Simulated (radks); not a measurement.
**Shell filling in a Woods-Saxon well (radius 3.49 bohr*, depth 15.9 hartree*, edge 0.27 bohr*), N = 1 to 10**

Aim: add electrons one at a time to a Woods-Saxon well (radius 3.49 bohr*, depth 15.9 hartree*, edge 0.27 bohr*), try the lowest free levels for each, keep the configuration of least energy, and see where shells close.

Method: non-relativistic spin-polarised Kohn-Sham, r2SCAN, spherically averaged shells; computed with radks, version 2.

**1. The system**

```
well                     : a Woods-Saxon well (radius 3.49 bohr*, depth 15.9 hartree*, edge 0.27 bohr*)
functional               : r2SCAN
levels                   : named by radial order: 1s, 1p, 1d, 2s, 1f and so on
units                    : effective atomic units, hartree* and bohr*
configuration carried in : none
```

After this run come: N = 1; 2 electrons; Electron number 3; 4 electrons; N = 5; 6 electrons; 7 electrons; 8 electrons; 9 electrons; 10 electrons.

Before running it: what results should come out? Wanted: closed shells at N; largest addition energy; most unpaired electrons; configuration at N = 10.

**Answer**, as computed:

```
               quantity                                    value
     closed shells at N                                  2 and 8
largest addition energy  0.920 hartree* at N = 8 (of N = 1 to 9)
most unpaired electrons                               3 at N = 5
configuration at N = 10                 1s2 1p6 1d(up 2, down 0)
```

All occupied shells are full at N = 2 and 8; the largest second difference falls on N = 8. Among the lowest states kept at each count, up to 3 electrons are unpaired (N = 5), since exchange favours parallel spins. The model keeps every shell spherical, so real clusters and dots, which can deform, may order levels otherwise.
